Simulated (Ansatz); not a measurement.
# AsH4OP: the cost of one run

Program: Ansatz 0.2.0 through its Python package. The levels of theory stand in the script. These are calculated values, not measurements.

### 1 The structure

Bond lengths: P1–O2 1.668 Å, O2–As3 1.813 Å, P1–H4 1.405 Å, P1–H5 1.473 Å, As3–H6 1.560 Å, As3–H7 1.598 Å. Angles: P1–O2–As3 103.7°, O2–P1–H4 94.6°, O2–P1–H5 96.4°, H4–P1–H5 91.7°, O2–As3–H6 93.5°, O2–As3–H7 93.3°, H6–As3–H7 92.0°.

The script holds or builds the structure itself.

### 2 The code

Input file ash4op_cas.py:

```python
'''Active-space calculation on AsH4OP.'''

import ansatz as az

BASIS_SET = 'def2-SVP'

geometry_ang = [
    ('P', (-1.1939, 0.5918, -0.4858)),
    ('O', (-0.051, -0.5888, -0.1999)),
    ('As', (1.2645, 0.2926, 0.6838)),
    ('H', (-2.1424, -0.2964, -1.0211)),
    ('H', (-0.7172, 0.9602, -1.8299)),
    ('H', (0.6774, -0.042, 2.0893)),
    ('H', (2.2238, -0.9854, 0.7179)),
]
molecule = az.Crystal.molecule()
for symbol, xyz in geometry_ang:
    molecule = molecule.atom(symbol, xyz)

job = (
    molecule.calculation()
    .basis(gaussian=BASIS_SET)
    .correlation(active_electrons=2, active_orbitals=2)
)
for method in [None, 'sc_nevpt2']:
    data = (job if method is None else job.correlation(method)).run().report
    space = data['configurations']
    state = space['states'][0]
    print(method or 'casscf', f'total {data["free_energy_ev"] / 27.211386246:.6f} Ha, active-space state {state["energy"]["hartree"]:.6f} Ha, mean field {data["reference_energy_ev"] / 27.211386246:.6f} Ha')
    print('  determinants', state['n_determinants'], ' natural occupations', [round(n, 3) for n in space['natural_occupations']])
print('effectively unpaired electrons, sum of min(n, 2 - n):', round(sum(min(n, 2 - n) for n in space['natural_occupations']), 3))
```

### 3 Running it

The run is started by

```bash
$ python ash4op_cas.py
```

**Question.** How long does this script take on 1 thread of Intel Xeon Platinum 8259CL at 2.50GHz (Skylake/Cascade Lake), shared host, and how much memory does it need?

About 25 s, with a peak of 0.25 GiB.
